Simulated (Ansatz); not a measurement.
# Ni in Ansatz: a series of runs, part 2 of 2

Ansatz 0.2.0. The steps go on from the part before.

## 4. Single point, PBEsol, collinear spin, ferromagnetic start

Input file input.yaml:

```yaml
crystal:
  lattice:
    - [2.5002588676, 0.0, 0.0]
    - [-1.2501294338, 2.1652876954, 0.0]
    - [0.0, 0.0, 25.2072640841]
  atoms:
    - { symbol: Ni, position: [0.6666666667, 0.3333333333, 0.2975332815], spin: 1.0 }
    - { symbol: Ni, position: [0.3333333333, 0.6666666667, 0.3785199689], spin: 1.0 }
    - { symbol: Ni, position: [0.0, 0.0, 0.4595066563], spin: 1.0 }
    - { symbol: Ni, position: [0.6666666667, 0.3333333333, 0.5404933437], spin: 1.0 }
    - { symbol: Ni, position: [0.3333333333, 0.6666666667, 0.6214800311], spin: 1.0 }
    - { symbol: Ni, position: [0.0, 0.0, 0.7024667185], spin: 1.0 }
kpoints:
  mp_grid: { grid: [12, 12, 1] }
scf:
  occupations: { method: fermi_dirac, width: 0.05 }
hamiltonian:
  xc: pbesol
  pseudopotentials: { kind: all_electron, lapw: { basis_error: 0.002 } }
magnetization:
  spin_polarized: true
output:
  forces: true
  stress: true
  eigenvalues: true
```

Potentials or basis: all-electron LAPW, scalar-relativistic.

Started as:

```console
ansatz run input.yaml --threads 8 --pin off --max-ram 30720MiB --backend cpu --events-out ev --progress --plain --runs-dir out
```

What it wrote:

```text
Warning: RAYON_NUM_THREADS=8 ignored (pool sized by the plan → 8); use --threads N
LAPW: plane waves up to 8.632 Å⁻¹, error target 2.0e-3 eV per atom; small_component_spin mean_spin; Ni in spheres of 1.250 Å, 18 of its electrons in bands, Dirac shells [] (how accurate: hamiltonian.pseudopotentials.lapw.basis_error, Limitations)
[... 84 lines left out ...]
  k-point 1 ↑: bands = ["-97.3486", "-97.3474", "-97.3249", "-97.3107", "-97.0401", "-97.0401", "-57.9486", "-57.9066", "-57.8450", "-57.7992", "-57.7950", "-57.7889", "-57.7880", "-57.7834", "-57.7651", "-57.7592", "-57.7519", "-57.7442", "-57.5574", "-57.5574", "-57.5495", "-57.5495", "-57.4402", "-57.4402", "-2.5634", "-1.8860", "-0.8632", "0.2872", "1.1144", "1.3314", "3.2518", "3.2912", "3.4877", "3.5423", "3.5840", "3.6712", "3.6928", "3.7348", "3.7385", "3.7670", "3.8221", "3.8311", "3.8774", "3.9519", "4.0234", "4.0408", "4.0602", "4.6067", "4.6163", "4.7457", "4.7648", "4.8631", "4.8798", "4.8894", "5.0385", "5.1189", "5.3288", "5.4041", "5.5053", "6.3860", "6.9379", "11.1408", "11.2205", "12.4333", "12.7291", "14.4205", "14.8798", "17.2419", "17.5510"]
  k-point 2 ↑: bands = ["-97.3442", "-97.3433", "-97.3209", "-97.3078", "-97.0363", "-97.0363", "-57.9383", "-57.9026", "-57.8521", "-57.8292", "-57.8196", "-57.7976", "-57.7967", "-57.7956", "-57.7795", "-57.7768", "-57.7667", "-57.7501", "-57.5858", "-57.5858", "-57.5566", "-57.5566", "-57.4372", "-57.4372", "-1.8768", "-1.2242", "-0.2453", "0.8429", "1.6020", "1.7558", "2.9298", "3.1130", "3.1810", "3.2993", "3.3684", "3.5400", "3.6886", "3.7047", "3.7759", "3.8272", "3.8713", "3.9944", "3.9955", "4.0266", "4.0998", "4.2484", "4.3062", "4.3605", "4.4427", "4.5405", "4.6022", "4.7468", "4.8552", "4.9174", "5.1231", "5.3298", "5.3377", "5.4164", "6.1587", "7.3855", "8.2512", "11.7611", "11.8047", "13.0677", "13.2016", "15.0579", "15.4291", "17.8585", "18.1366"]
  k-point 18 ↓: bands = ["-96.4344", "-96.4344", "-96.4151", "-96.4151", "-96.1564", "-96.1564", "-57.0555", "-57.0555", "-57.0536", "-57.0288", "-57.0235", "-57.0235", "-57.0028", "-57.0028", "-56.9690", "-56.9624", "-56.9621", "-56.9621", "-56.8060", "-56.8060", "-56.8021", "-56.8021", "-56.6112", "-56.6112", "2.9669", "2.9669", "2.9728", "2.9875", "2.9875", "3.0005", "3.0698", "3.0913", "3.0913", "3.4543", "3.4543", "3.9320", "3.9320", "3.9696", "4.0644", "4.4749", "4.4749", "4.5305", "4.5344", "5.2025", "5.2025", "5.2176", "5.4069", "5.4069", "5.9824", "5.9824", "6.0322", "6.1113", "6.1113", "6.1344", "10.9449", "10.9674", "10.9674", "11.2701", "11.2701", "11.9227", "11.9973", "12.9794", "12.9794", "13.1177", "13.8743", "13.8743", "15.4109", "15.4109", "16.7213"]
```

Run time: 2.5 min. Hardware: 8 threads of Intel Xeon at 2.50GHz (Skylake/Cascade Lake), shared host; peak memory 1.2 GiB.

Results:

| Quantity | Value |
| --- | --- |
| Free energy | -248087.0189 eV |
| Largest force | 0.571 eV/Å |
| Band gap on the k mesh | none (metal or under the smearing width) |
| Net moment | 3.97 μB per cell |
| Absolute moment | 4.59 μB per cell |
| Site moments | Ni +0.69, +0.71, +0.68 μB |
| Work function | 5.17 eV |

Forces on the atoms (eV/Å):
```
Ni   0.000  0.000  0.571
Ni   0.000  0.000 -0.117
Ni   0.000  0.000 -0.034
Ni   0.000  0.000  0.034
Ni   0.000  0.000  0.117
Ni   0.000  0.000 -0.571
```

Stress tensor (GPa, compression positive):
```
-7.74  0.00  0.00
 0.00 -7.74  0.00
 0.00  0.00 -5.91
```

## 5. The runs side by side

| level | gap on the mesh (eV) | moment (μB) | largest force (eV/Å) | work function (eV) |
| --- | --- | --- | --- | --- |
| PBE | none | 3.98 | 0.25 | 5.03 |
| LDA | none | 3.81 | 0.81 | 5.43 |
| PBEsol | none | 3.97 | 0.57 | 5.17 |

Alike in all rows: task single point; potentials or basis all-electron LAPW, scalar-relativistic; spin collinear, ferromagnetic start; cell as given; k mesh 12 × 12 × 1; cutoff (eV) 284; smearing fermi-dirac 0.05 eV; basis error allowed 0.002 eV/atom.

Every run on the cell as given and a fine mesh finds a metal.

Compare energies only between runs with the same functional and basis.
